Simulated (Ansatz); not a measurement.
**SnNH4Cl (SMILES [NH2][SnH2][Cl]) at 6 levels**

Wanted: a comparison of 6 runs (B2PLYP/def2-SVP, BLYP/def2-SVP, HSE06/def2-SVP, PBE/def2-SVP, RPA@PBE/def2-SVP, BCCD(T)/def2-SVP) of SnNH4Cl. 

The results are computed with Ansatz 0.2.0.

59 further runs of the same task are left out: 1 that didn't finish, 58 set aside as unsound or not needed.

### Step 1. The molecule

SnNH4Cl has 7 atoms, charge 0, and is taken as a singlet. SMILES: `[NH2][SnH2][Cl]`. The N1–H4 distance was set to 1.312 Å, away from the relaxed value.

Bond lengths: N1–Sn2 2.002 Å, Sn2–Cl3 2.335 Å, N1–H5 1.009 Å, Sn2–H6 1.700 Å, Sn2–H7 1.700 Å. Angles: N1–Sn2–Cl3 106.6°, N1–Sn2–H6 110.9°, N1–Sn2–H7 110.9°, Cl3–Sn2–H6 105.3°, Cl3–Sn2–H7 105.3°, Sn2–N1–H5 116.4°, H6–Sn2–H7 117.0°. A long bond or contact: N1–H4 1.312 Å.

### Step 2. The energy at B2PLYP/def2-SVP (core potential) (run 1)

Input file molecule.yaml:

```yaml
crystal:
  periodic: [false, false, false]
  atoms:
    - symbol: "N"
      position_ang: [-0.723573, -0.171790, -0.915816]
    - symbol: Sn
      position_ang: [0.811527, -0.110290, 0.368484]
    - symbol: Cl
      position_ang: [1.095627, -2.285190, 1.170384]
    - symbol: H
      position_ang: [-1.803500, 0.485500, -0.566500]
    - symbol: H
      position_ang: [-0.507173, 0.013510, -1.883616]
    - symbol: H
      position_ang: [0.422027, 0.825110, 1.733984]
    - symbol: H
      position_ang: [2.261627, 0.265110, -0.436316]
basis:
  gaussian:
    orbitals: def2-SVP
total_charge: 0
magnetization:
  spin_polarized: false
  initial_magnetization: 0
hamiltonian:
  xc: {name: B2PLYP}
correlation:
  frozen_orbitals: {Cl: 5, H: 0, "N": 1, Sn: 4}
accuracy: high
output: {orbitals: {seedname: orbitals}}
```

The run is started by

```bash
ansatz run molecule.yaml --threads 1 --pin off --max-ram 3480MiB --events-out events.jsonl --progress --plain --runs-dir runs
```

The log of the run:

```text
Warning: RAYON_NUM_THREADS=1 ignored (pool sized by the plan → 1); use --threads N
Functional definition: B2PLYP
  name "B2PLYP"
  parameter a = 0.53
  parameter c = 0.27
  exchange = (1 - a)*b88_x + a*exact_x
  correlation = (1 - c)*lyp_c + c*(mp2_os + mp2_ss)
1810 factors; integrals over basis functions are off by at most 3.7e-9 eV
mean field evaluation 1: about -19882.4727 eV, gradient 4.3e1 eV
mean field evaluation 2: about -19882.5236 eV, gradient 4.3e1 eV
mean field evaluation 4: about -19886.5359 eV, gradient 3.9e0 eV
mean field evaluation 8: about -19886.5831 eV, gradient 1.7e-1 eV
mean field evaluation 16: about -19886.5832 eV, gradient 5.9e-5 eV
mean field -19886.58324539 eV, -730.8184546577 hartree, gradient 9.9e-8 eV, S^2 0.000000; 0 other end points of the search recorded, 0 dependent functions left out
10 core orbitals not correlated: weight in the atoms' cores, before any rotation towards them, 1.000 or more for the frozen orbitals, at most 0.000 for the correlated occupied ones
reference -19886.58327136 eV, -730.8184556123 hartree; 15, 15 occupied and 53, 53 virtual orbitals, 1810 factors
second order -14.42211337 eV of doubles, -0.00000000 eV of singles
Total energy: -19890.47724197 eV, -730.9615563927 hartree
```

Wall time 4.5 s (1 thread of AMD EPYC 9R45 (Zen 5), shared host); peak memory 0.27 GiB.

### Step 3. The energy at BLYP/def2-SVP (core potential) (run 2)

Input file molecule.yaml:

```yaml
crystal:
  periodic: [false, false, false]
  atoms:
    - {symbol: N, position_ang: [-0.723573, -0.171790, -0.915816]}
    - {symbol: Sn, position_ang: [0.811527, -0.110290, 0.368484]}
    - {symbol: Cl, position_ang: [1.095627, -2.285190, 1.170384]}
    - {symbol: H, position_ang: [-1.803500, 0.485500, -0.566500]}
    - {symbol: H, position_ang: [-0.507173, 0.013510, -1.883616]}
    - {symbol: H, position_ang: [0.422027, 0.825110, 1.733984]}
    - {symbol: H, position_ang: [2.261627, 0.265110, -0.436316]}
basis:
  gaussian:
    orbitals: def2-SVP
hamiltonian:
  xc: {name: BLYP}
accuracy: high
output: {orbitals: {seedname: orbitals}}
```

The run is started by

```bash
ansatz run molecule.yaml --threads 1 --pin off --max-ram 3480MiB --events-out events.jsonl --progress --plain --runs-dir runs
```

The log of the run:

```text
Warning: RAYON_NUM_THREADS=1 ignored (pool sized by the plan → 1); use --threads N
Functional definition: BLYP
  name "BLYP"
  parameter beta = 0.0042
  parameter a = 0.04918
  parameter b = 0.132
  parameter c = 0.2533
  parameter d = 0.349
  exchange = b88_x(beta = beta)
  correlation = lyp_c(a = a, b = b, c = c, d = d)
1810 factors; integrals over basis functions are off by at most 3.7e-9 eV
mean field evaluation 1: about -19891.8352 eV, gradient 6.6e1 eV
mean field evaluation 2: about -19821.9849 eV, gradient 1.4e2 eV
mean field evaluation 4: about -19900.6521 eV, gradient 1.6e1 eV
mean field evaluation 8: about -19901.3040 eV, gradient 4.5e-1 eV
mean field evaluation 16: about -19901.3046 eV, gradient 3.2e-5 eV
mean field -19901.30455025 eV, -731.3594526330 hartree, gradient 1.8e-8 eV, S^2 0.000000; 0 other end points of the search recorded, 0 dependent functions left out
reference -19901.30460515 eV, -731.3594546507 hartree; 25, 25 occupied and 53, 53 virtual orbitals, 1810 factors
Total energy: -19901.30460515 eV, -731.3594546507 hartree
```

Wall time 2.8 s (1 thread of AMD EPYC 9R45 (Zen 5), shared host); peak memory 0.21 GiB.

Runs 3 to 4 aren't shown in full; the table further down has their settings and results.

### Step 4. The energy at RPA@PBE/def2-SVP (core potential) (run 5)

Input file job.yaml:

```yaml
crystal:
  periodic: [false, false, false]
  atoms:
    - symbol: N
      position_ang: [-0.723573, -0.171790, -0.915816]
    - symbol: Sn
      position_ang: [0.811527, -0.110290, 0.368484]
    - symbol: Cl
      position_ang: [1.095627, -2.285190, 1.170384]
    - symbol: H
      position_ang: [-1.803500, 0.485500, -0.566500]
    - symbol: H
      position_ang: [-0.507173, 0.013510, -1.883616]
    - symbol: H
      position_ang: [0.422027, 0.825110, 1.733984]
    - symbol: H
      position_ang: [2.261627, 0.265110, -0.436316]
basis:
  gaussian: {orbitals: def2-SVP}
correlation: {method: rpa, frozen_orbitals: {Cl: 5, H: 0, "N": 1, Sn: 4}}
accuracy: high
hamiltonian: {xc: {name: PBE}}
```

The run is started by

```bash
ansatz run job.yaml --threads 1 --pin off --max-ram 3480MiB --events-out events.jsonl --progress --plain --runs-dir runs
```

The log of the run:

```text
Warning: RAYON_NUM_THREADS=1 ignored (pool sized by the plan → 1); use --threads N
Functional definition: PBE
  name "PBE"
  parameter kappa = 0.804
  parameter beta = 0.06672455060314922
  exchange = pbe_x(kappa = kappa, mu = beta*pi^2/3)
  correlation = pbe_c(beta = beta)
1810 factors; integrals over basis functions are off by at most 3.7e-9 eV
mean field evaluation 1: about -19888.0478 eV, gradient 6.2e1 eV
mean field evaluation 2: about -19888.0410 eV, gradient 6.2e1 eV
mean field evaluation 4: about -19894.1390 eV, gradient 2.7e1 eV
mean field evaluation 8: about -19896.5004 eV, gradient 3.1e-1 eV
mean field evaluation 16: about -19896.4999 eV, gradient 6.4e-5 eV
mean field -19896.49986750 eV, -731.1828837986 hartree, gradient 6.2e-8 eV, S^2 0.000000; 0 other end points of the search recorded, 0 dependent functions left out
10 core orbitals not correlated: weight in the atoms' cores, before any rotation towards them, 1.000 or more for the frozen orbitals, at most 0.000 for the correlated occupied ones
reference -19847.34756520 eV, -729.3765700059 hartree; 15, 15 occupied and 53, 53 virtual orbitals, 1810 factors
Total energy: -19866.83024960 eV, -730.0925454517 hartree
```

Run time: 5.1 s. Hardware: 1 thread of AMD EPYC 9R45 (Zen 5), shared host; peak memory 0.34 GiB.

### Step 5. A single-point energy at BCCD(T)/def2-SVP (core potential) (run 6)

Input file molecule.yaml:

```yaml
crystal:
  periodic: [false, false, false]
  atoms:
    - symbol: N
      position_ang: [-0.723573, -0.171790, -0.915816]
    - symbol: Sn
      position_ang: [0.811527, -0.110290, 0.368484]
    - symbol: Cl
      position_ang: [1.095627, -2.285190, 1.170384]
    - symbol: H
      position_ang: [-1.803500, 0.485500, -0.566500]
    - symbol: H
      position_ang: [-0.507173, 0.013510, -1.883616]
    - symbol: H
      position_ang: [0.422027, 0.825110, 1.733984]
    - symbol: H
      position_ang: [2.261627, 0.265110, -0.436316]
basis:
  gaussian: {orbitals: def2-SVP}
correlation: {method: bccd_t, frozen_orbitals: {Cl: 5, H: 0, "N": 1, Sn: 4}}
accuracy: high
scf: {omitted_lower_state_checks: [cluster_reference, increment]}
```

The run is started by

```bash
ansatz run molecule.yaml --threads 1 --pin off --max-ram 3480MiB --events-out events.jsonl --progress --plain --runs-dir runs
```

The log of the run:

```text
Warning: RAYON_NUM_THREADS=1 ignored (pool sized by the plan → 1); use --threads N
[... 11 lines left out ...]
10 core orbitals not correlated: weight in the atoms' cores, before any rotation towards them, 1.000 or more for the frozen orbitals, at most 0.000 for the correlated occupied ones
[... 26 lines left out ...]
Total energy: -19861.41606185 eV, -729.8935777218 hartree
Checks for a lower state left out: cluster_reference, increment
```

Run time: 12 s. Hardware: 1 thread of AMD EPYC 9R45 (Zen 5), shared host; peak memory 0.53 GiB.

### Step 6. The series

| run | level | frozen core orbitals | energy (Eh) | HOMO energy (eV) | LUMO energy (eV) | HOMO–LUMO gap (eV) | wall time |
| --- | --- | --- | --- | --- | --- | --- | --- |
| 1 | B2PLYP/def2-SVP (core potential) | 10 | -730.961556 | -8.62 | 0.74 | 9.36 | 4.5 s |
| 2 | BLYP/def2-SVP (core potential) | – | -731.359455 | -5.64 | -1.41 | 4.23 | 2.8 s |
| 3 | HSE06/def2-SVP (core potential) | – | -731.223375 | -6.88 | -0.88 | 6.00 | 3.9 s |
| 4 | PBE/def2-SVP (core potential) | – | -731.182884 | -5.81 | -1.46 | 4.34 | 2.6 s |
| 5 | RPA@PBE/def2-SVP (core potential) | 10 | -730.092545 | – | – | – | 5.1 s |
| 6 | BCCD(T)/def2-SVP (core potential) | 10 | -729.893578 | – | – | – | 12 s |

### Step 7. Summary of results

| quantity | value |
| --- | --- |
| run 6: total energy | -729.89358 Eh |
| run 6: correlation energy (10 core orbitals frozen) | -477.7 mEh |
| run 6: (T) correction | -12.76 mEh |

Over runs 1, 2, 3, 4 the HOMO–LUMO gap runs from 4.23 eV (BLYP/def2-SVP) to 9.36 eV (B2PLYP/def2-SVP). A double hybrid's value is that of its SCF part. Totals of different functionals can't be ranked against each other. All runs together took 31 s, the longest 12 s.
